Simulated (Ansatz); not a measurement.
# CH4Te (SMILES C[TeH]): functionals against CCSD(T) at one geometry

One table from this session's results is given with a row withheld; the runs are named, their logs left out.

The runs use Ansatz 0.2.0, Gaussian basis; single points in def2-TZVPP.

Cores are frozen in the correlated methods. Filled d shells of the heavier atoms are correlated. Core potentials replace the inner electrons past krypton, and spin-orbit coupling is left out.

## The starting structure

SMILES `C[TeH]`, 6 atoms, charge 0, spin multiplicity 1.

Atoms are counted from 1 here; the program's logs count them from 0.

Bond lengths: C1–Te2 2.224 Å, C1–H3 0.938 Å, C1–H4 0.876 Å, C1–H5 0.981 Å, Te2–H6 1.483 Å. Angles: Te2–C1–H3 117.1°, Te2–C1–H4 106.2°, Te2–C1–H5 98.6°, H3–C1–H4 112.1°, H3–C1–H5 111.9°, H4–C1–H5 110.1°, C1–Te2–H6 93.5°.

Coordinates:

```xyz
6

C    -0.29770   -0.30700   -0.53940
Te    0.36080   -0.06430    1.57100
H    -0.94890    0.29000   -0.85450
H    -0.54870   -1.14180   -0.62180
H     0.56820   -0.16960   -0.97960
H     0.75690    1.35220    1.38000
```

Set-up of the first run:

The input, run/in.yaml:

```yaml
crystal:
  periodic: [false, false, false]
  atoms:
    - {symbol: C, position_ang: [-0.297700, -0.307000, -0.539400]}
    - {symbol: Te, position_ang: [0.360800, -0.064300, 1.571000]}
    - {symbol: H, position_ang: [-0.948900, 0.290000, -0.854500]}
    - {symbol: H, position_ang: [-0.548700, -1.141800, -0.621800]}
    - {symbol: H, position_ang: [0.568200, -0.169600, -0.979600]}
    - {symbol: H, position_ang: [0.756900, 1.352200, 1.380000]}
basis:
  gaussian: {orbitals: def2-TZVPP}
correlation: {method: ccsd_t}
output: {forces: true}
```

The command line of these runs was not kept.

Steps of the session up to this table: CCSD(T)/def2-TZVPP; PBE0-D4/def2-TZVPP; wB97M-V/def2-TZVPP; r2SCAN-D4/def2-TZVPP; PBE-D4/def2-TZVPP; B97M-V/def2-TZVPP; LC-wPBE/def2-TZVPP.

One table of the session follows, with a row left open; its other results are not shown here.

| method | RMS force component (eV/Å) | angle to CCSD(T) forces (°) | dipole (D) |
| --- | --- | --- | --- |
| CCSD(T) | 4.939 | reference | 1.20 |
| PBE0-D4 | ? | ? | ? |
| wB97M-V | 4.905 | 0.8 | 1.19 |
| r2SCAN-D4 | 4.901 | 1.0 | 1.29 |
| PBE-D4 | 5.003 | 1.8 | 1.19 |
| B97M-V | 4.848 | 1.3 | 1.18 |
| LC-wPBE | 5.017 | 2.1 | 1.18 |

Estimate the missing values for PBE0-D4.

**Answer.** RMS force component (eV/Å): 4.962; angle to CCSD(T) forces (°): 0.8; dipole (D): 1.24. In the column «RMS force component (eV/Å)» it lies between CCSD(T) (4.939) and PBE-D4 (5.003).
